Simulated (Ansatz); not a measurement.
**C3H5BO: a ladder of functionals and wavefunction methods**

One table from this session's results is given with a row withheld; the runs are named, their logs left out.

The runs use Ansatz 0.2.0, Gaussian basis; functionals in def2-TZVPP, the program's frozen cores in correlated methods.

Levels to be run: LDA (SPW92), PBE-D4, revPBE-D4, BLYP-D4, r2SCAN-D4, B97M-V, PBE0-D4, B3LYP-D4, r2SCANh-D4, r2SCAN0-D4, HSE06-D4, BHLYP-D4, CAM-B3LYP-D4, LC-ωPBE, ωB97X-V, ωB97M-V, B2PLYP, PBE-QIDH; CCSD(T)/def2-SVP; CCSD(T)/def2-TZVPP; MP2/def2-QZVPP; extrapolation to the limit; RPA on PBE.

## Structure used throughout

An earlier PBE0-D4 in a triple-zeta def2 set relaxation fixed the geometry.

10 atoms, charge 0, spin multiplicity 1.

Atoms are counted from 1 here; the program's logs count them from 0.

Bond lengths: C1–C2 1.209 Å, C1–H6 1.066 Å, C2–B3 1.511 Å, B3–C4 1.553 Å, B3–H7 1.195 Å, C4–O5 1.408 Å, C4–H8 1.104 Å, C4–H9 1.104 Å, O5–H10 0.962 Å. Angles: C2–C1–H6 178.4°, C1–C2–B3 176.1°, C2–B3–C4 120.0°, C2–B3–H7 120.5°, C4–B3–H7 119.4°, B3–C4–O5 118.8°, B3–C4–H8 107.0°, B3–C4–H9 107.0°, O5–C4–H8 109.7°, O5–C4–H9 109.7°, H8–C4–H9 103.5°, C4–O5–H10 108.2°.

The first run:

File in.yaml:

```yaml
crystal:
  periodic: [false, false, false]
  atoms:
    - {symbol: C, position_ang: [-2.091856, -0.300411, 1.070671]}
    - {symbol: C, position_ang: [-1.247915, 0.212365, 0.373235]}
    - {symbol: B, position_ang: [-0.129947, 0.776750, -0.472695]}
    - {symbol: C, position_ang: [1.237382, 0.044499, -0.542810]}
    - {symbol: O, position_ang: [1.409552, -1.144942, 0.191452]}
    - {symbol: H, position_ang: [-2.855086, -0.730508, 1.678504]}
    - {symbol: H, position_ang: [-0.287684, 1.786496, -1.091903]}
    - {symbol: H, position_ang: [1.448280, -0.143056, -1.610545]}
    - {symbol: H, position_ang: [2.010612, 0.777513, -0.251867]}
    - {symbol: H, position_ang: [0.589661, -1.329904, 0.659056]}
basis:
  gaussian: {orbitals: def2-TZVPP}
hamiltonian: {xc: lda}
output: {orbitals: {seedname: orbitals}}
```

Command:

```sh
$ ansatz run in.yaml --threads 2 --pin off --events-out ev --progress --plain --max-ram 4352MiB
```

Among the steps run: LDA; PBE-D4 (GGA); revPBE-D4 (GGA); BLYP-D4 (GGA); r2SCAN-D4 (meta-GGA); B97M-V (meta-GGA); B3LYP-D4 (hybrid); r2SCANh-D4 (hybrid); r2SCAN0-D4 (hybrid); HSE06-D4 (hybrid); BHLYP-D4 (hybrid); CAM-B3LYP-D4 (range-separated); LC-ωPBE (range-separated); ωB97X-V (range-separated); ωB97M-V (range-separated); B2PLYP (double hybrid); PBE-QIDH (double hybrid).

One table of the session follows, with a row left open; its other results are not shown here.

It belongs to the step «Frontier levels by functional». 

```
  functional  HOMO (eV)  LUMO (eV)  gap (eV)
 LDA (SPW92)      -6.40      -3.38      3.02
      PBE-D4      -6.24      -3.12      3.12
   revPBE-D4      -6.18      -3.02      3.16
     BLYP-D4      -6.14      -2.96      3.18
   r2SCAN-D4      -6.57      -2.86      3.72
      B97M-V      -6.71      -2.81      3.91
     PBE0-D4      -7.89      -2.19      5.69
    B3LYP-D4      -7.63      -2.39      5.23
  r2SCANh-D4      -7.20      -2.53      4.67
  r2SCAN0-D4      -8.14      -2.04      6.10
    HSE06-D4          ?          ?         ?
    BHLYP-D4      -9.47      -1.14      8.33
CAM-B3LYP-D4      -9.37      -1.09      8.28
     LC-ωPBE     -10.72       0.06     10.78
     ωB97X-V     -10.39       0.00     10.39
     ωB97M-V     -10.33      -0.17     10.16
```

Estimate the missing values for HSE06-D4.

As computed: HOMO (eV): -7.48; LUMO (eV): -2.58; gap (eV): 4.90. In the column «HOMO (eV)» it lies between B3LYP-D4 (-7.63) and r2SCANh-D4 (-7.20).
